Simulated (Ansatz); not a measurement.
# KYb3P: the cost of one run

Method: DFT PBE, scalar-relativistic, plane waves, PAW, in Ansatz 0.2.0.

2 further runs of the same task are left out: 1 that didn't finish, 1 set aside as unsound or not needed.

## Step 1: The structure to begin with

Symmetry: Pm-3m, No. 221, cubic system. The conventional cell has a = 5.946 Å, b = 5.946 Å, c = 5.946 Å, α = 90.00°, β = 90.00°, γ = 90.00°. K (site symmetry m-3m) has 12 Yb at 4.20 Å as nearest neighbours. Yb (site symmetry 4/mmm) has 2 P at 2.97 Å as nearest neighbours. P (site symmetry m-3m) is surrounded by 6 Yb at 2.97 Å.

As a file:

```
CELL_PARAMETERS angstrom
5.94603 0.00000 0.00000
0.00000 5.94603 0.00000
0.00000 0.00000 5.94603
ATOMIC_POSITIONS crystal
K 0.00000 0.00000 0.00000
Yb 0.00000 0.50000 0.50000
Yb 0.50000 0.00000 0.50000
Yb 0.50000 0.50000 0.00000
P 0.50000 0.50000 0.50000
```

A structure generator made this guess: random cell by space group and Wyckoff sites (Pm-3m, No. 221). Lengths come from tabulated atomic sizes and are only a guess.

## Step 2: A first look at the guess

input.yaml

```yaml
crystal:
  lattice:
    - [5.94602748, 0.0, 0.0]
    - [0.0, 5.94602748, 0.0]
    - [0.0, 0.0, 5.94602748]
  atoms:
    - { symbol: K, position: [0.0, 0.0, 0.0] }
    - { symbol: Yb, position: [0.0, 0.5, 0.5] }
    - { symbol: Yb, position: [0.5, 0.0, 0.5] }
    - { symbol: Yb, position: [0.5, 0.5, 0.0] }
    - { symbol: P, position: [0.5, 0.5, 0.5] }
basis:
  ecutwfc: 420
kpoints:
  mp_grid: { grid: [4, 4, 4] }
hamiltonian:
  xc: pbe
scf:
  occupations: { method: gaussian, width: 0.1 }
  lower_state_search: "off"
output:
  forces: true
  stress: true
  eigenvalues: true
```

Started as:

```sh
> ansatz run input.yaml --threads 1 --pin off --max-ram 2048MiB --backend cpu --events-out ev --progress --plain --runs-dir out
```

Q: Estimate wall time and peak memory on 1 thread of Arm Neoverse V1, shared host.

About 9.2 s, with a peak of 0.45 GiB.
